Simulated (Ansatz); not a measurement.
# InBi: the cost of one run

All numbers are computed with Ansatz 0.2.0, driven from Python. Level of theory: DFT PBEsol, plane waves, PAW.

The COD entry's cell or inner coordinates are ideal or old and differ from later refinements, so a difference from it is no clean test against experiment.

## Step 1: Starting point

Symmetry: P4/nmm, No. 129, tetragonal system. Conventional cell: a = 4.959 Å, b = 4.959 Å, c = 4.840 Å, α = 90.00°, β = 90.00°, γ = 90.00°. In (site symmetry -4m2) has 4 Bi at 3.12 Å and 4 In at 3.51 Å as nearest neighbours. Bi (site symmetry 4mm) has 4 In at 3.12 Å as nearest neighbours.

No structure file is read: the coordinates are typed or built in the script.

## Step 2: The code

run_eos.py reads:

```python
"""Bulk modulus of InBi from an E(V) curve."""

import ansatz as az
import numpy as np
from pymatgen.analysis.eos import EOS

SETTINGS = {
    "functional": "pbesol",
    "cutoff": 420,
    "mesh": (6, 6, 6),
}

VECTORS = np.array([
    [4.9589, 0.0, 0.0],
    [0.0, 4.9589, 0.0],
    [0.0, 0.0, 4.8396],
])
SITES = [
    ("In", [0.0, 0.0, 0.0]),
    ("In", [0.5, 0.5, 0.0]),
    ("Bi", [0.0, 0.5, 0.3918]),
    ("Bi", [0.5, 0.0, 0.6082]),
]


def crystal_on(cell):
    crystal = az.Crystal(lattice=az.Lattice.of(cell))
    for symbol, position in SITES:
        crystal = crystal.atom(symbol, position)
    return crystal


def main() -> None:
    # uniform scaling of the cell
    volumes, energies, pressures = [], [], []
    for scale in np.linspace(0.95, 1.07, 5):
        cell = VECTORS * scale ** (1 / 3)
        job = (
            crystal_on(cell).calculation()
            .functional(SETTINGS["functional"])
            .pseudopotentials("paw")
            .basis(SETTINGS["cutoff"])
            .occupations(az.OccupationsMethod.FERMI_DIRAC, width=100 * az.meV)
            .kpoints(*SETTINGS["mesh"])
            .stress()
        )
        r = job.run(threads=1).report
        volumes.append(abs(np.linalg.det(cell)) / len(SITES))
        energies.append(r["free_energy_ev"] / len(SITES))
        pressures.append(np.trace(r["stress_gpa"]) / 3)
        print(f"V = {volumes[-1]:8.4f} A^3/atom  F = {energies[-1]:.5f} eV/atom  P = {pressures[-1]:8.3f} GPa")

    for form in ["birch_murnaghan"]:
        fit = EOS(eos_name=form).fit(volumes, energies)
        print(f"{form:18s} V0 {fit.v0:8.4f} A^3/atom  B0 {fit.b0_GPa:7.1f} GPa  B1 {fit.b1:5.2f}")


if __name__ == "__main__":
    main()
```

## Step 3: What the engine is handed

The engine receives this input (first run):

```yaml
crystal:
  lattice:
    - [4.874834607228389, 0.0, 0.0]
    - [0.0, 4.874834607228389, 0.0]
    - [0.0, 0.0, 4.757557031830147]
  atoms:
    - { symbol: In, position: [0.0, 0.0, 0.0] }
    - { symbol: In, position: [0.5, 0.5, 0.0] }
    - { symbol: Bi, position: [0.0, 0.5, 0.3918] }
    - { symbol: Bi, position: [0.5, 0.0, 0.6082] }
basis:
  ecutwfc: 420.0
kpoints:
  mp_grid:
    grid: [6, 6, 6]
hamiltonian:
  xc: pbesol
  pseudopotentials:
    kind: paw
scf:
  occupations:
    method: fermi_dirac
    width: 0.1
output:
  stress: true
```

## Step 4: Running it

On the command line:

```sh
> python run_eos.py
```

**Question.** How long does this script take on 1 thread of AMD EPYC 7R43 (Zen 3), shared host, and how much memory does it need?

About 60 s, with a peak of 0.6 GiB.
